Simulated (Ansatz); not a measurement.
**C₃H₈O₂Si: a ladder of functionals and wavefunction methods**

The task here is to estimate one member of a computed series from the others.

Program: Ansatz 0.2.0, Gaussian basis. Level of theory: functionals in def2-TZVPP, the program's frozen cores in correlated methods. These are calculated values, not measurements.

The runs, in order: PBE-D4, r2SCAN-D4, PBE0-D4, B3LYP-D4, ωB97X-V, ωB97M-V, B2PLYP; CCSD(T)/def2-TZVPP; MP2/def2-QZVPP; extrapolation to the limit.

**The geometry**

An earlier PBE0-D4 in a triple-zeta def2 set relaxation fixed the geometry.

SMILES `C[SiH2]OC(C)=O`, 14 atoms, charge 0, spin multiplicity 1.

Atoms are counted from 1 here; the program's logs count them from 0.

Bond lengths: C1–Si2 1.856 Å, C1–H7 1.092 Å, C1–H8 1.093 Å, C1–H9 1.092 Å, Si2–O3 1.696 Å, Si2–H10 1.482 Å, Si2–H11 1.482 Å, O3–C4 1.340 Å, C4–C5 1.495 Å, C4–O6 1.203 Å, C5–H12 1.092 Å, C5–H13 1.087 Å, C5–H14 1.092 Å. Angles: Si2–C1–H7 111.0°, Si2–C1–H8 110.2°, Si2–C1–H9 111.0°, H7–C1–H8 108.1°, H7–C1–H9 108.3°, H8–C1–H9 108.1°, C1–Si2–O3 104.2°, C1–Si2–H10 111.4°, C1–Si2–H11 111.4°, O3–Si2–H10 109.4°, O3–Si2–H11 109.4°, H10–Si2–H11 110.8°, Si2–O3–C4 118.0°, O3–C4–C5 112.7°, O3–C4–O6 122.0°, C5–C4–O6 125.3°, C4–C5–H12 109.6°, C4–C5–H13 110.0° and more.

Geometry (Å):

```mol
C3H8O2Si
  3D, bonds by distance, orders not assigned

 14 13  0  0  0  0  0  0  0  0999 V2000
    1.3115   -1.3298   -1.7778 C   0  0
    0.2183    0.1038   -1.3354 Si  0  0
   -0.0296   -0.0614    0.3347 O   0  0
   -0.7971    0.8488    0.9503 C   0  0
   -0.9362    0.5904    2.4166 C   0  0
   -1.3042    1.7633    0.3546 O   0  0
    0.8254   -2.2798   -1.5450 H   0  0
    1.5359   -1.3168   -2.8476 H   0  0
    2.2568   -1.2847   -1.2326 H   0  0
   -1.0845    0.0268   -2.0371 H   0  0
    0.8866    1.3978   -1.6089 H   0  0
   -1.3687   -0.3995    2.5747 H   0  0
   -1.5652    1.3521    2.8700 H   0  0
    0.0509    0.5890    2.8835 H   0  0
  1  2  8  0
  2  3  8  0
  3  4  8  0
  4  5  8  0
  4  6  8  0
  1  7  8  0
  1  8  8  0
  1  9  8  0
  2 10  8  0
  2 11  8  0
  5 12  8  0
  5 13  8  0
  5 14  8  0
M  END
```

The first run:

in.yaml

```yaml
crystal:
  periodic: [false, false, false]
  atoms:
    - {symbol: C, position_ang: [1.311487, -1.329775, -1.777751]}
    - {symbol: Si, position_ang: [0.218328, 0.103848, -1.335399]}
    - {symbol: O, position_ang: [-0.029577, -0.061405, 0.334676]}
    - {symbol: C, position_ang: [-0.797095, 0.848772, 0.950264]}
    - {symbol: C, position_ang: [-0.936151, 0.590408, 2.416623]}
    - {symbol: O, position_ang: [-1.304234, 1.763256, 0.354620]}
    - {symbol: H, position_ang: [0.825437, -2.279773, -1.545018]}
    - {symbol: H, position_ang: [1.535947, -1.316823, -2.847562]}
    - {symbol: H, position_ang: [2.256838, -1.284692, -1.232624]}
    - {symbol: H, position_ang: [-1.084495, 0.026772, -2.037083]}
    - {symbol: H, position_ang: [0.886562, 1.397825, -1.608871]}
    - {symbol: H, position_ang: [-1.368742, -0.399538, 2.574670]}
    - {symbol: H, position_ang: [-1.565156, 1.352125, 2.869976]}
    - {symbol: H, position_ang: [0.050853, 0.589000, 2.883481]}
basis:
  gaussian: {orbitals: def2-TZVPP}
hamiltonian: {xc: pbe, dispersion: d4}
output: {forces: true, orbitals: {seedname: orbitals}}
```

Started as:

```console
$ ansatz run in.yaml --threads 2 --pin off --events-out ev --progress --plain --max-ram 32768MiB --backend cuda --devices 0, --max-vram 18GiB
```

Among the steps run: PBE-D4 (GGA); r2SCAN-D4 (meta-GGA); PBE0-D4 (hybrid); B3LYP-D4 (hybrid); ωB97X-V (range-separated); ωB97M-V (range-separated); B2PLYP (double hybrid); CCSD(T) in def2-TZVPP; MP2 in def2-QZVPP.

One of the session's tables, all rows but one given; the rest of the session is left out.

It belongs to the step «Atomisation energies». 

| method | atomisation energy (kJ/mol) |
| --- | --- |
| PBE-D4 | 5708.4 |
| r2SCAN-D4 | 5621.4 |
| PBE0-D4 | 5602.2 |
| B3LYP-D4 | 5595.3 |
| ωB97X-V | 5617.3 |
| ωB97M-V | 5618.0 |
| B2PLYP | 5545.9 |
| HF/def2-TZVPP | 4108.2 |
| MP2/def2-TZVPP | 5560.3 |
| CCSD/def2-TZVPP | ? |
| CCSD(T)/def2-TZVPP | 5461.5 |
| MP2/CBS | 5699.0 |
| CCSD(T)/CBS | 5600.2 |

Q: Estimate the row for CCSD/def2-TZVPP from the others.

The run gave: atomisation energy (kJ/mol): 5379.4. In the column «atomisation energy (kJ/mol)» it lies between HF/def2-TZVPP (4108.2) and CCSD(T)/def2-TZVPP (5461.5).

To keep in mind: Free atoms (3 C, 1 Si, 2 O, 8 H) were run apart at each level; the atomisation energy is their sum less the molecule, without zero-point or spin-orbit terms.
